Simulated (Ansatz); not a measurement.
Crystal: Ba2Tl5V3O12.

```
Ba V Tl O
1.0
    10.97457    0.00000    0.00000
     0.00000   10.97457    0.00000
     0.00000    0.00000    6.60400
Ba V Tl O
2 3 5 12
Direct
  0.00000 0.50000 0.00000
  0.50000 0.00000 0.00000
  0.50000 0.50000 0.00000
  0.50000 0.00000 0.50000
  0.00000 0.50000 0.50000
  0.50000 0.50000 0.50000
  0.71260 0.28740 0.40228
  0.28740 0.71260 0.40228
  0.71260 0.71260 0.59772
  0.28740 0.28740 0.59772
  0.41064 0.58936 0.15770
  0.58936 0.41064 0.15770
  0.58936 0.58936 0.84230
  0.41064 0.41064 0.84230
  0.58661 0.08570 0.33378
  0.41339 0.08570 0.66622
  0.58661 0.91430 0.66622
  0.41339 0.91430 0.33378
  0.08570 0.58661 0.33378
  0.08570 0.41339 0.66622
  0.91430 0.58661 0.66622
  0.91430 0.41339 0.33378
```

The cell was built by a generator and needn't be a form met in nature.

```yaml
Program: Ansatz 0.2.0
Task: relaxation of cell and atoms
Functional: r2SCAN
Potentials_or_basis: Ansatz PAW
Cutoff: "500 eV (not typed: the program's choice for these potentials)"
k_mesh: 2 × 2 × 3
Occupations: fermi-dirac, width 0.05 eV
Spin: collinear spin, ferromagnetic start
Starting_moments: "[0.0, 0.0, 2.0, 2.0, 2.0, 0.0, 0.0, 0.0, 0.0, 0.0, 0.0, 0.0, 0.0, 0.0, 0.0, 0.0, 0.0, 0.0, 0.0, 0.0, 0.0, 0.0] μB"
```

At the start: volume 36.15 Å³/atom.

Problem. How do energy, volume and symmetry change on relaxing?

Solution. It ends after 7 steps and the volume is 33.54 Å³/atom (-7.2 %); space group P-42m (No. 111, to 0.05 Å); moment 0.00 μB per cell.

The path:
| step | energy change (eV) | largest force (eV/Å) | volume (Å³) |
| --- | --- | --- | --- |
| 1 | 0.0000 | 0.4140 | 795.39 |
| 2 | -0.1164 | 0.2327 | 759.52 |
| 3 | -0.1505 | 0.0884 | 747.99 |
| 4 | -0.1543 | 0.1219 | 732.29 |
| 5 | -0.1625 | 0.0130 | 738.03 |
| 6 | -0.1627 | 0.0027 | 737.95 |
| 7 | -0.1521 | 0.0039 | 737.95 |

Final structure:
```
Ba V Tl O
1.0
    10.58685    0.00000    0.00000
     0.00000   10.58685    0.00000
     0.00000    0.00000    6.58408
Ba V Tl O
2 3 5 12
Direct
  0.00000 0.50000 0.00000
  0.50000 0.00000 0.00000
  0.50000 0.50000 0.00000
  0.50000 0.00000 0.50000
  0.00000 0.50000 0.50000
  0.50000 0.50000 0.50000
  0.70929 0.29071 0.42942
  0.29071 0.70929 0.42942
  0.70929 0.70929 0.57058
  0.29071 0.29071 0.57058
  0.40807 0.59193 0.15793
  0.59193 0.40807 0.15793
  0.59193 0.59193 0.84207
  0.40807 0.40807 0.84207
  0.58934 0.08826 0.33526
  0.41066 0.08826 0.66474
  0.58934 0.91174 0.66474
  0.41066 0.91174 0.33526
  0.08826 0.58934 0.33526
  0.08826 0.41066 0.66474
  0.91174 0.58934 0.66474
  0.91174 0.41066 0.33526
```

Caveat: the magnetic or orbital state may not be the lowest; the plane-wave basis is chosen anew once the cell has moved, so the energies of steps on either side of that aren't comparable; the PAW data sets come from PBE, with cores solved anew for the run's functional, which leaves a small shift of forces and pressure; the starting moments weren't kept.
